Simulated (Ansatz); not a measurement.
What does this script print? It uses the Ansatz DFT code, driven from Python.

`ch2clnsn.py`
```python
# -*- coding: utf-8 -*-
"""Potential curve of CH2ClNSn along one bond."""

import ansatz
import numpy as np

geometry_ang = [
    ("N", [1.8771, -1.6727, 1.1101]),
    ("C", [1.0553, -0.8998, 0.6367]),
    ("Sn", [-0.3664, 0.4266, -0.21]),
    ("Cl", [-1.9579, -0.7919, -1.274]),
    ("H", [0.4696, 1.4501, -1.3789]),
    ("H", [-1.0357, 1.4237, 1.07]),
]
ch2clnsn = ansatz.Crystal.molecule()
for symbol, xyz in geometry_ang:
    ch2clnsn = ch2clnsn.atom(symbol, xyz)

symbols = [site.symbol for site in ch2clnsn.cartesian_sites]
start = np.array([site.position_ang for site in ch2clnsn.cartesian_sites])
axis = (start[3] - start[2]) / np.linalg.norm(start[3] - start[2])
moving = [3]
lengths, energies = [1.997, 2.088, 2.179, 2.269, 2.36, 2.451, 2.542, 2.678], []
for length in lengths:
    xyz = start.copy()
    xyz[moving] += (length - np.linalg.norm(start[3] - start[2])) * axis
    point = ansatz.Crystal.molecule()
    for symbol, place in zip(symbols, xyz):
        point = point.atom(symbol, place.tolist())
    base = point.calculation().basis(gaussian="def2-SVP").functional("PBE", dispersion="d4")
    summary = base.run().report
    energies.append(summary["free_energy_ev"])
    print(f"r = {length:6.3f} A  E = {energies[-1]:.5f} eV  <S^2> = {abs(summary['mean_field']['state']['spin_squared']):.3f}")

# quartic fit about the minimum
fit = np.polynomial.Polynomial.fit(lengths, np.array(energies) - min(energies), 4).convert()
roots = [r.real for r in fit.deriv().roots() if abs(r.imag) < 1e-9 and fit.deriv(2)(r.real) > 0]
r_e = min(roots, key=lambda r: abs(r - lengths[int(np.argmin(energies))]))
print(f"minimum of the fit at {r_e:.4f} A, force constant {fit.deriv(2)(r_e):.2f} eV/A^2")
```

```console
$ python ch2clnsn.py
r =  1.997 A  E = -20897.69489 eV  <S^2> = 0.000
r =  2.088 A  E = -20898.48790 eV  <S^2> = 0.000
r =  2.179 A  E = -20898.94735 eV  <S^2> = 0.000
r =  2.269 A  E = -20899.16814 eV  <S^2> = 0.000
r =  2.360 A  E = -20899.22522 eV  <S^2> = 0.000
r =  2.451 A  E = -20899.16666 eV  <S^2> = 0.000
r =  2.542 A  E = -20899.03029 eV  <S^2> = 0.000
r =  2.678 A  E = -20898.73922 eV  <S^2> = 0.000
minimum of the fit at 2.3521 A, force constant 14.09 eV/A^2
```

Caveats:
- Total energies depend on the basis set; only differences at equal settings carry meaning.
- The rest of the molecule is held rigid at a force-field or estimated start geometry, and the basis set is modest; single-reference methods fail as a bond breaks.
- def2 sets replace the cores of elements past krypton by effective core potentials.
- The orbitals are restricted, so S² is zero by construction.
- Toward dissociation an unrestricted state can lie under the restricted one, by tenths of an eV for polar bonds under a functional and by 1 to 2 eV or more for others.
- Finished in 15 s on 1 thread of Arm Neoverse V1 (shared host), peak memory 0.19 GiB.
